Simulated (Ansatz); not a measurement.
# Scandium, diamond under PBEsol: ground state and equation of state

What does PBEsol give for scandium in the diamond structure? We relax it, solve it on a dense k-mesh, then scale the cell to 7 volumes from 88 to 112 % of the relaxed one and try a fit of the equation of state. Spin polarisation is left out. The k-meshes are 9×9×9 for the relaxation; 14×14×14 for the dense run; 10×10×10 for the volumes.

This is Sc in the diamond structure; at room conditions it is hcp.

Program: Ansatz 0.2.0. Level of theory: DFT PBEsol, plane waves (420 eV) with PAW, scalar-relativistic; PBE-made PAW files. These are calculated values, not measurements.

## 1. Starting point

The structure is cubic, space group Fd-3m (No. 227). Conventional cell: a = 6.463 Å, b = 6.463 Å, c = 6.463 Å, α = 90.00°, β = 90.00°, γ = 90.00°. Sc (site symmetry -43m) is surrounded by 4 Sc at 2.80 Å.

Structure file:

```xyz
2
Lattice="0.0000 3.2317 3.2317 3.2317 0.0000 3.2317 3.2317 3.2317 0.0000" Properties=species:S:1:pos:R:3 pbc="T T T"
Sc    0.8079    0.8079    0.8079
Sc    5.6556    5.6556    5.6556
```

## 2. Relaxing cell and atoms

File input.yaml:

```yaml
crystal:
  lattice:
    - [0.0, 3.2317434665, 3.2317434665]
    - [3.2317434665, 0.0, 3.2317434665]
    - [3.2317434665, 3.2317434665, 0.0]
  atoms:
    - { symbol: Sc, position: [0.125, 0.125, 0.125] }
    - { symbol: Sc, position: [0.875, 0.875, 0.875] }
hamiltonian:
  xc: pbesol
  pseudopotentials:
    kind: paw
    azcp:
      Sc: "pseudopotentials/Sc.paw.azcp"
basis:
  ecutwfc: 420
  fft_grid_basis: typed
kpoints:
  mp_grid: { grid: [9, 9, 9], shift: [0, 0, 0] }
magnetization:
  spin_polarized: false
scf:
  occupations: { method: fermi_dirac, width: 0.1 }
relax:
  max_steps: 60
  f_tol: 0.01
  cell: {}
```

Further steps of the session: Single point on a dense mesh; At 88 % of the relaxed volume; At 92 % of the relaxed volume; At 96 % of the relaxed volume; At 100 % of the relaxed volume; At 104 % of the relaxed volume; At 108 % of the relaxed volume; At 112 % of the relaxed volume.

What does the calculation give? Wanted: space group; conventional cell; volume; shortest distance; gap on the mesh; relative to hcp; V₀, B₀, B₀′.

**Answer**, as computed:

```
                      quantity                          value
space group (spins left aside)                Fd-3m (No. 227)
             conventional cell                    a = 6.300 Å
                        volume                 31.251 Å³/atom
             shortest distance                        2.728 Å
               gap on the mesh   none (levels filled in part)
               relative to hcp                 +2033 meV/atom
                   V₀, B₀, B₀′  30.495 Å³/atom, 14.5 GPa, 4.7
```

**Reading.** From the guessed start the volume shrank by 7.4 % in 5 steps. It lies 2033 meV/atom above the element's reference form at the same level (hcp, from a run of its own), so it is far from stable. Levels at the Fermi energy are filled in part, as in a metal. B₀ comes out at 14.5 GPa, a soft solid. Relaxation kept the symmetry; phonons were not checked.
